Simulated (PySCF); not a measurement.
# The bond of BeS, level by level

The task here is to estimate one member of a computed series from the others.

Computed with PySCF 2.14.0. Level: Be 6-311G(d,p), S 6-311G(d,p), no relativity.

Set-up of the first run:

A driver script around PySCF takes these settings:

| Property | Result |
| --- | --- |
| atoms | Be, S |
| charge | 0 |
| basis | Be 6-311G(d,p), S 6-311G(d,p) |
| Hamiltonian | no relativity |
| basis functions | 44 |
| electrons treated | 20 |
| masses in u | 9.0122, 31.9721 |
| levels | PBE0, PBE, r²SCAN, BP86, PW91, TPSSh, CAM-B3LYP, HF, MP2, SCS-MP2, CCSD, CCSD(T) |
| grid | 80 radial by 434 angular points |
| occupations | held fixed by the projection of orbital angular momentum |
| dissociation limit | Be + S, each in its ground configuration |
| starting distance in angstrom | 1.945 |
| values of 2S to try | 0, 2 |

Command:

```bash
$ OMP_NUM_THREADS=1 python dia.py task.json out
```

Steps of the session up to this table: Input; The PBE0 curve of the state that the search chose; Excited determinants; PBE (GGA); r²SCAN (meta-GGA); BP86 (GGA); PW91 (GGA); TPSSh; CAM-B3LYP (range-separated hybrid); RHF; Adding correlation.

One table of the session follows, with a row left open; its other results are not shown here.

It belongs to the step «Constants by level of theory». 

| level | Re (Å) | ωe (cm⁻¹) | De (eV) |
| --- | --- | --- | --- |
| RHF | 1.729 | 1066 | 1.69 |
| RHF-MP2 | 1.751 | 1009 | 3.24 |
| RHF-SCS-MP2 | 1.751 | 1006 | 3.00 |
| RHF-CCSD | 1.746 | 1018 | 2.63 |
| RHF-CCSD(T) | 1.758 | 986 | 2.86 |
| PBE | 1.756 | 986 | 3.78 |
| PW91 | ? | ? | ? |
| BP86 | 1.758 | 980 | 3.73 |
| r²SCAN | 1.747 | 1016 | 3.73 |
| TPSSh | 1.746 | 1007 | 3.47 |
| PBE0 | 1.740 | 1026 | 3.51 |
| CAM-B3LYP | 1.729 | 1043 | 3.32 |

**Question.** Estimate the row for PW91.

As computed: Re (Å): 1.754; ωe (cm⁻¹): 986; De (eV): 3.80. In the column «Re (Å)» it lies between RHF-SCS-MP2 (1.751) and PBE (1.756).

De is counted to Be + S in their ground configurations.
